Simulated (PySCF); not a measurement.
# C4H9B: electronic excitations at several levels of theory

How much do the electronic excitations of C4H9B (`BC(=C)CC`) depend on the level of theory, and what does each level cost?

Computed with PySCF 2.14.0, with density-fitted response routines of our own, on a single molecule in the gas phase. Atoms are numbered from 0 throughout.

### Step 1. Starting geometry

14 atoms, charge 0, multiplicity 1; geometry from: PBE0-D3(BJ)/def2-SVP.

Bonds of the start (Å): B0–C1 1.55, C1–C2 1.35, C1–C3 1.51, C3–C4 1.53, B0–H5 1.21, B0–H6 1.21, C2–H7 1.10, C2–H8 1.09, C3–H9 1.10, C3–H10 1.10, C4–H11 1.10, C4–H12 1.10, C4–H13 1.10.

### Step 2. Ultraviolet spectrum: PBE0/def2-SVP

Job settings and geometry (Å):

```
{"job": {"kind": "uv", "xc": "PBE0", "basis": "def2-SVP"}, "charge": 0, "multiplicity": 1}
B      0.575320     1.660828    -0.262488
C      0.624832     0.176015     0.169693
C      1.429721    -0.147261     1.204186
C     -0.195617    -0.872686    -0.540446
C     -1.687749    -0.731838    -0.256433
H     -0.078743     2.015762    -1.218937
H      1.213398     2.485488     0.352248
H      1.543749    -1.180207     1.558343
H      2.009638     0.617746     1.729611
H     -0.028482    -0.782552    -1.626990
H      0.145070    -1.882471    -0.254755
H     -1.900725    -0.871410     0.814885
H     -2.274440    -1.473071    -0.819894
H     -2.052644     0.268475    -0.539599
```

With the program's defaults for keys left out, this is: TDDFT PBE0/def2-SVP, vertical, gas phase, core orbitals frozen in the response.

Command:

```console
OMP_NUM_THREADS=1 python probes_run.py task.json out
```

One launch serves the whole session: the jobs run in the order shown.

What it wrote:

```text
coarse grid: 11016 points
cycle   1  E = -182.2209904166  dE =  1.587e-01  |g| = 3.099e-01  |ddm| = 3.555e+00
cycle   2  E = -182.2141063594  dE =  6.884e-03  |g| = 3.598e-01  |ddm| = 7.801e-01
cycle   3  E = -182.2494824935  dE = -3.538e-02  |g| = 7.370e-02  |ddm| = 4.498e-01
cycle   4  E = -182.2506576356  dE = -1.175e-03  |g| = 3.073e-02  |ddm| = 8.712e-02
cycle   5  E = -182.2509108194  dE = -2.532e-04  |g| = 5.721e-03  |ddm| = 3.260e-02
cycle   6  E = -182.2509216249  dE = -1.081e-05  |g| = 1.030e-03  |ddm| = 8.305e-03
cycle   7  E = -182.2509219133  dE = -2.884e-07  |g| = 2.518e-04  |ddm| = 1.334e-03
final grid: 104392 points
cycle   8  E = -182.2803712402  dE = -2.383e-05  |g| = 6.514e-03  |ddm| = 2.183e-02
cycle   9  E = -182.2803686859  dE =  2.554e-06  |g| = 7.267e-03  |ddm| = 1.473e-02
cycle  10  E = -182.2803834468  dE = -1.476e-05  |g| = 5.765e-04  |ddm| = 7.947e-03
cycle  11  E = -182.2803835242  dE = -7.738e-08  |g| = 2.123e-04  |ddm| = 6.984e-04
cycle  12  E = -182.2803835350  dE = -1.082e-08  |g| = 6.845e-05  |ddm| = 2.457e-04
cycle  13  E = -182.2803835365  dE = -1.462e-09  |g| = 1.077e-05  |ddm| = 9.052e-05
cycle  14  E = -182.2803835365  dE = -3.132e-11  |g| = 3.347e-06  |ddm| = 1.489e-05
converged SCF energy = -182.2803835365

Static polarisability (au): isotropic 58.319, principal 40.675 62.321 71.960

Singlet excitations
state   eV       nm        f      main configurations
  1   5.1740    239.6   0.00149   H-1->L 0.96
  2   5.3294    232.6   0.00062   H-2->L 0.96
  3   5.5143    224.8   0.18392   H->L 0.95
  4   6.3043    196.7   0.00408   H-3->L 0.94
  5   7.1818    172.6   0.00513   H-4->L 0.89
  6   7.5287    164.7   0.02232   H-5->L 0.87
  7   8.1834    151.5   0.01326   H-1->L+1 0.81
  8   8.2936    149.5   0.23562   H->L+1 0.79
  9   8.4845    146.1   0.01688   H-6->L 0.65, H-1->L+1 0.09
 10   8.6962    142.6   0.00211   H-2->L+1 0.77, H-6->L 0.12

Triplet excitations (Tamm-Dancoff, eV): 3.3133 4.6323 4.7731 6.1137
```

Wall time 8.4 s (1 thread of Arm Neoverse V2, shared host); peak memory 0.62 GiB.

Frontier orbitals and where they lie:

| orbital | eV | atoms |
| --- | --- | --- |
| HOMO−3 | -9.50 | C3 22 %, C4 18 %, H9 13 % |
| HOMO−2 | -9.03 | B0 40 %, H5 25 %, H6 18 % |
| HOMO−1 | -8.79 | C1 26 %, B0 24 %, C3 15 % |
| HOMO | -7.89 | C2 42 %, C1 34 %, B0 8 % |
| LUMO | -1.89 | B0 57 %, C2 31 %, C1 6 % |
| LUMO+1 | 1.23 | C1 34 %, B0 28 %, C2 17 % |
| LUMO+2 | 2.19 | H10 15 %, H11 11 %, H7 11 % |

With each of the 10 states as a Gaussian band of 0.4 eV half-width at 1/e, the curve within the window shown has maxima at 225 nm (ε 7,500), 150 nm (ε 11,000) L/(mol cm). Beyond the last state computed it falls off for lack of states. The curve at chosen wavelengths:

```tsv
nm	ε (L/mol/cm)
138	627
143	4466
149	10568
154	7665
159	3004
165	1273
170	868
175	477
181	186
186	123
191	161
197	325
202	769
207	1852
212	3685
218	6150
223	7378
228	7272
234	5707
239	3966
244	2430
250	1171
255	577
260	263
266	95
271	38
```

Ground-state properties from the same run:

| property | computed |
| --- | --- |
| dipole moment (D) | 1.20 |
| polarisability (Å³) | 8.64 |
| HOMO–LUMO gap (eV) | 6.01 |
| −ε(HOMO) (eV) | 7.89 |

### Step 3. Ultraviolet spectrum: PBE0/def2-TZVP

The job, as its differences from that of step 2:

```diff
@@ -1,2 +1,2 @@
-{"job": {"kind": "uv", "xc": "PBE0", "basis": "def2-SVP"}, "charge": 0, "multiplicity": 1}
+{"job": {"kind": "uv", "xc": "PBE0", "basis": "def2-TZVP"}, "charge": 0, "multiplicity": 1}
 B      0.575320     1.660828    -0.262488
```

Method: TDDFT PBE0/def2-TZVP, vertical, gas phase, core orbitals frozen in the response.

What it wrote:

```text
coarse grid: 11016 points
cycle   1  E = -182.4483529063  dE =  1.857e-01  |g| = 3.581e-01  |ddm| = 2.509e+00
cycle   2  E = -182.4367044283  dE =  1.165e-02  |g| = 4.200e-01  |ddm| = 6.168e-01
cycle   3  E = -182.4835598446  dE = -4.686e-02  |g| = 8.190e-02  |ddm| = 3.883e-01
cycle   4  E = -182.4848667417  dE = -1.307e-03  |g| = 3.893e-02  |ddm| = 6.581e-02
cycle   5  E = -182.4852451681  dE = -3.784e-04  |g| = 7.421e-03  |ddm| = 2.750e-02
cycle   6  E = -182.4852623253  dE = -1.716e-05  |g| = 1.383e-03  |ddm| = 6.889e-03
cycle   7  E = -182.4852628094  dE = -4.841e-07  |g| = 3.785e-04  |ddm| = 1.294e-03
final grid: 104392 points
cycle   8  E = -182.4739762768  dE = -5.361e-05  |g| = 6.898e-03  |ddm| = 6.369e-02
cycle   9  E = -182.4739731717  dE =  3.105e-06  |g| = 7.610e-03  |ddm| = 1.146e-02
cycle  10  E = -182.4739884709  dE = -1.530e-05  |g| = 6.881e-04  |ddm| = 5.898e-03
cycle  11  E = -182.4739885704  dE = -9.954e-08  |g| = 3.016e-04  |ddm| = 6.230e-04
cycle  12  E = -182.4739885893  dE = -1.888e-08  |g| = 1.149e-04  |ddm| = 2.252e-04
cycle  13  E = -182.4739885931  dE = -3.796e-09  |g| = 1.744e-05  |ddm| = 9.221e-05
cycle  14  E = -182.4739885932  dE = -8.180e-11  |g| = 4.978e-06  |ddm| = 1.846e-05
converged SCF energy = -182.4739885932

Static polarisability (au): isotropic 64.796, principal 48.826 68.266 77.297

Singlet excitations
state   eV       nm        f      main configurations
  1   5.1286    241.8   0.00214   H-1->L 0.96
  2   5.3269    232.8   0.00218   H-2->L 0.95
  3   5.4043    229.4   0.17925   H->L 0.95
  4   6.2598    198.1   0.00340   H-3->L 0.94
  5   7.1543    173.3   0.00455   H-4->L 0.88
  6   7.4668    166.0   0.02844   H-5->L 0.84
  7   7.8755    157.4   0.19504   H->L+1 0.79, H->L+2 0.12
  8   7.9672    155.6   0.00943   H-1->L+1 0.88
  9   8.2280    150.7   0.06806   H->L+2 0.80, H->L+1 0.09
 10   8.3956    147.7   0.01325   H-2->L+1 0.45, H-6->L 0.34

Triplet excitations (Tamm-Dancoff, eV): 3.3102 4.5951 4.7705 6.0675
```

It took 20 s on 1 thread of Arm Neoverse V2, shared host; peak memory 0.83 GiB.

This run: HOMO -7.91 eV, LUMO -1.96 eV; lowest singlet 5.13 eV.

### Step 4. Ultraviolet spectrum: PBE0/aug-cc-pVDZ

The job, as its differences from that of step 3:

```diff
@@ -1,2 +1,2 @@
-{"job": {"kind": "uv", "xc": "PBE0", "basis": "def2-TZVP"}, "charge": 0, "multiplicity": 1}
+{"job": {"kind": "uv", "xc": "PBE0", "basis": "aug-cc-pVDZ"}, "charge": 0, "multiplicity": 1}
 B      0.575320     1.660828    -0.262488
```

With the program's defaults for keys left out, this is: TDDFT PBE0/aug-cc-pVDZ, vertical, gas phase, core orbitals frozen in the response.

What it wrote:

```text
coarse grid: 11016 points
cycle   1  E = -182.3854524616  dE =  2.163e-01  |g| = 3.339e-01  |ddm| = 1.124e+01
cycle   2  E = -182.3744682564  dE =  1.098e-02  |g| = 3.966e-01  |ddm| = 2.435e+00
cycle   3  E = -182.4178303147  dE = -4.336e-02  |g| = 7.676e-02  |ddm| = 9.111e-01
cycle   4  E = -182.4191236969  dE = -1.293e-03  |g| = 3.076e-02  |ddm| = 2.105e-01
cycle   5  E = -182.4193713117  dE = -2.476e-04  |g| = 6.571e-03  |ddm| = 9.114e-02
cycle   6  E = -182.4193854984  dE = -1.419e-05  |g| = 1.205e-03  |ddm| = 2.415e-02
cycle   7  E = -182.4193858846  dE = -3.862e-07  |g| = 3.086e-04  |ddm| = 4.437e-03
final grid: 104392 points
cycle   8  E = -182.4289939062  dE = -2.759e-05  |g| = 7.102e-03  |ddm| = 2.548e-01
cycle   9  E = -182.4289899068  dE =  3.999e-06  |g| = 8.113e-03  |ddm| = 4.979e-02
cycle  10  E = -182.4290082896  dE = -1.838e-05  |g| = 7.178e-04  |ddm| = 2.067e-02
cycle  11  E = -182.4290084093  dE = -1.197e-07  |g| = 2.559e-04  |ddm| = 2.266e-03
cycle  12  E = -182.4290084249  dE = -1.563e-08  |g| = 8.428e-05  |ddm| = 7.305e-04
cycle  13  E = -182.4290084271  dE = -2.188e-09  |g| = 1.454e-05  |ddm| = 3.036e-04
cycle  14  E = -182.4290084272  dE = -5.599e-11  |g| = 4.509e-06  |ddm| = 5.349e-05
converged SCF energy = -182.4290084272

Static polarisability (au): isotropic 67.762, principal 52.951 70.806 79.529

Singlet excitations
state   eV       nm        f      main configurations
  1   5.1127    242.5   0.00248   H-1->L 0.96
  2   5.3000    233.9   0.00265   H-2->L 0.95
  3   5.3706    230.9   0.17923   H->L 0.95
  4   6.2307    199.0   0.00348   H-3->L 0.94
  5   6.9315    178.9   0.05033   H->L+1 0.94
  6   7.1255    174.0   0.00494   H-4->L 0.88
  7   7.3371    169.0   0.08555   H->L+2 0.78, H-5->L 0.17
  8   7.4711    166.0   0.02691   H-5->L 0.64, H->L+2 0.13, H->L+3 0.10
  9   7.5179    164.9   0.00652   H->L+3 0.84
 10   7.6270    162.6   0.00760   H->L+4 0.93

Triplet excitations (Tamm-Dancoff, eV): 3.3065 4.5867 4.7434 6.0435
```

Run time: 18 s. Hardware: 1 thread of Arm Neoverse V2, shared host; peak memory 0.77 GiB.

In short: HOMO -7.90 eV, LUMO -1.98 eV; lowest singlet 5.11 eV.

### Step 5. TDDFT and polarisability: PBE0/def2-TZVPD

The job, as its differences from that of step 4:

```diff
@@ -1,2 +1,2 @@
-{"job": {"kind": "uv", "xc": "PBE0", "basis": "aug-cc-pVDZ"}, "charge": 0, "multiplicity": 1}
+{"job": {"kind": "uv", "xc": "PBE0", "basis": "def2-TZVPD"}, "charge": 0, "multiplicity": 1}
 B      0.575320     1.660828    -0.262488
```

With the program's defaults for keys left out, this is: TDDFT PBE0/def2-TZVPD, vertical, gas phase, core orbitals frozen in the response.

What it wrote:

```text
coarse grid: 11016 points
cycle   1  E = -182.4487899535  dE =  1.856e-01  |g| = 3.581e-01  |ddm| = 4.032e+00
cycle   2  E = -182.4368836649  dE =  1.191e-02  |g| = 4.208e-01  |ddm| = 1.694e+00
cycle   3  E = -182.4839794036  dE = -4.710e-02  |g| = 8.204e-02  |ddm| = 6.070e-01
cycle   4  E = -182.4852887898  dE = -1.309e-03  |g| = 3.913e-02  |ddm| = 9.342e-02
cycle   5  E = -182.4856708423  dE = -3.821e-04  |g| = 7.460e-03  |ddm| = 4.607e-02
cycle   6  E = -182.4856881534  dE = -1.731e-05  |g| = 1.406e-03  |ddm| = 1.597e-02
cycle   7  E = -182.4856886541  dE = -5.006e-07  |g| = 3.866e-04  |ddm| = 3.042e-03
final grid: 104392 points
cycle   8  E = -182.4744116226  dE = -5.751e-05  |g| = 6.901e-03  |ddm| = 3.052e-01
cycle   9  E = -182.4744084917  dE =  3.131e-06  |g| = 7.621e-03  |ddm| = 2.518e-02
cycle  10  E = -182.4744238340  dE = -1.534e-05  |g| = 6.926e-04  |ddm| = 9.968e-03
cycle  11  E = -182.4744239343  dE = -1.003e-07  |g| = 3.081e-04  |ddm| = 1.235e-03
cycle  12  E = -182.4744239539  dE = -1.966e-08  |g| = 1.179e-04  |ddm| = 4.247e-04
cycle  13  E = -182.4744239579  dE = -3.983e-09  |g| = 1.824e-05  |ddm| = 1.990e-04
cycle  14  E = -182.4744239580  dE = -9.027e-11  |g| = 5.149e-06  |ddm| = 4.663e-05
converged SCF energy = -182.4744239580

Static polarisability (au): isotropic 67.475, principal 52.664 70.611 79.149

Singlet excitations
state   eV       nm        f      main configurations
  1   5.1207    242.1   0.00241   H-1->L 0.96
  2   5.3185    233.1   0.00288   H-2->L 0.95
  3   5.3855    230.2   0.17853   H->L 0.95
  4   6.2476    198.5   0.00335   H-3->L 0.94
  5   7.1388    173.7   0.00529   H-4->L 0.82
  6   7.1827    172.6   0.06261   H->L+1 0.86
  7   7.4540    166.3   0.02602   H-5->L 0.81
  8   7.7603    159.8   0.14723   H->L+2 0.78
  9   7.8529    157.9   0.01694   H-1->L+2 0.46, H-1->L+1 0.41
 10   7.9158    156.6   0.00205   H->L+4 0.46, H->L+3 0.41

Triplet excitations (Tamm-Dancoff, eV): 3.3083 4.5865 4.7586 6.0558
```

Run time: 29 s. Hardware: 1 thread of Arm Neoverse V2, shared host; peak memory 0.98 GiB.

Key values: HOMO -7.92 eV, LUMO -1.98 eV; lowest singlet 5.12 eV.

### Step 6. Ultraviolet spectrum: PBE0/6-31+G*

The job, as its differences from that of step 5:

```diff
@@ -1,2 +1,2 @@
-{"job": {"kind": "uv", "xc": "PBE0", "basis": "def2-TZVPD"}, "charge": 0, "multiplicity": 1}
+{"job": {"kind": "uv", "xc": "PBE0", "basis": "6-31+G*"}, "charge": 0, "multiplicity": 1}
 B      0.575320     1.660828    -0.262488
```

With the program's defaults for keys left out, this is: TDDFT PBE0/6-31+G*, vertical, gas phase, core orbitals frozen in the response.

What it wrote:

```text
coarse grid: 11016 points
cycle   1  E = -182.4198748927  dE =  2.027e-01  |g| = 3.418e-01  |ddm| = 3.273e+00
cycle   2  E = -182.4091509507  dE =  1.072e-02  |g| = 4.008e-01  |ddm| = 1.288e+00
cycle   3  E = -182.4535099820  dE = -4.436e-02  |g| = 7.569e-02  |ddm| = 6.847e-01
cycle   4  E = -182.4547734862  dE = -1.264e-03  |g| = 2.966e-02  |ddm| = 1.011e-01
cycle   5  E = -182.4550070732  dE = -2.336e-04  |g| = 6.126e-03  |ddm| = 5.790e-02
cycle   6  E = -182.4550194028  dE = -1.233e-05  |g| = 1.096e-03  |ddm| = 1.952e-02
cycle   7  E = -182.4550197180  dE = -3.152e-07  |g| = 2.781e-04  |ddm| = 1.936e-03
final grid: 104392 points
cycle   8  E = -182.4141443729  dE = -2.046e-05  |g| = 6.977e-03  |ddm| = 6.116e-02
cycle   9  E = -182.4141411321  dE =  3.241e-06  |g| = 7.895e-03  |ddm| = 1.971e-02
cycle  10  E = -182.4141585661  dE = -1.743e-05  |g| = 6.347e-04  |ddm| = 1.083e-02
cycle  11  E = -182.4141586595  dE = -9.338e-08  |g| = 2.259e-04  |ddm| = 1.190e-03
cycle  12  E = -182.4141586716  dE = -1.213e-08  |g| = 7.669e-05  |ddm| = 3.540e-04
cycle  13  E = -182.4141586734  dE = -1.776e-09  |g| = 1.168e-05  |ddm| = 1.799e-04
cycle  14  E = -182.4141586734  dE = -3.388e-11  |g| = 4.368e-06  |ddm| = 2.842e-05
converged SCF energy = -182.4141586734

Static polarisability (au): isotropic 62.348, principal 46.042 65.364 75.639

Singlet excitations
state   eV       nm        f      main configurations
  1   5.1776    239.5   0.00211   H-1->L 0.96
  2   5.3901    230.0   0.00576   H-2->L 0.94
  3   5.4333    228.2   0.18533   H->L 0.93
  4   6.3243    196.0   0.00304   H-3->L 0.94
  5   7.1663    173.0   0.07096   H->L+1 0.85
  6   7.2144    171.9   0.01240   H-4->L 0.81
  7   7.4660    166.1   0.06086   H-5->L 0.47, H->L+2 0.42
  8   7.5977    163.2   0.08022   H->L+2 0.44, H-5->L 0.38
  9   7.8319    158.3   0.00536   H->L+3 0.49, H-1->L+1 0.30, H-1->L+2 0.13
 10   7.8405    158.1   0.01158   H->L+3 0.41, H-1->L+1 0.28, H-1->L+2 0.17

Triplet excitations (Tamm-Dancoff, eV): 3.3120 4.6611 4.8694 6.1399
```

Wall time 8.1 s (1 thread of Arm Neoverse V2, shared host); peak memory 0.62 GiB.

Key values: HOMO -7.88 eV, LUMO -1.93 eV; lowest singlet 5.18 eV.

### Step 7. Comparing the runs: electronic excitations

Excitations and ground-state properties, with basis size and wall time:

| run | lowest singlet (eV) | brightest (eV) | f | gap (eV) | α (Å³) | μ (D) | functions | time |
| --- | --- | --- | --- | --- | --- | --- | --- | --- |
| PBE0/def2-SVP | 5.17 | 8.29 | 0.236 | 6.01 | 8.64 | 1.20 | 115 | 8.4 s |
| PBE0/def2-TZVP | 5.13 | 7.88 | 0.195 | 5.95 | 9.60 | 1.21 | 209 | 20 s |
| PBE0/aug-cc-pVDZ | 5.11 | 5.37 | 0.179 | 5.92 | 10.04 | 1.20 | 196 | 18 s |
| PBE0/def2-TZVPD | 5.12 | 5.39 | 0.179 | 5.94 | 10.00 | 1.20 | 266 | 29 s |
| PBE0/6-31+G* | 5.18 | 5.43 | 0.185 | 5.96 | 9.24 | 1.21 | 108 | 8.1 s |

### Step 8. Outcome

| quantity | value |
| --- | --- |
| lowest singlet (PBE0/def2-SVP) | 5.17 eV (240 nm), f = 0.001 |
| brightest single state of those computed | state 8, 8.29 eV, f = 0.236 |
| lowest triplet | 3.31 eV |
| range of the lowest singlet | 5.11 to 5.18 eV |

Single values in the summary come from the first run of each kind that ended normally (PBE0/def2-SVP), which need not be the best level. The lowest singlet, at 5.17 eV, is HOMO−1→LUMO 0.96 and is weak; of the 10 states computed, the strongest absorption comes from state 8 at 8.29 eV. The lowest triplet lies 1.86 eV below the lowest singlet (triplets in Tamm-Dancoff, singlets in full TDDFT). States above −ε(HOMO) lie where TDDFT describes them poorly and they hang on the basis; the brightest is among them. The basis of PBE0/def2-SVP has no diffuse functions, so Rydberg states are missing and the high states are unreliable. The lowest singlet runs from 5.11 eV (PBE0/aug-cc-pVDZ) to 5.18 eV (PBE0/6-31+G*), while the orbital gap spans 5.92 to 6.01 eV. The lowest state need not be the same one in every run. The runs solved for a few states only, so the brightest column depends on that window.
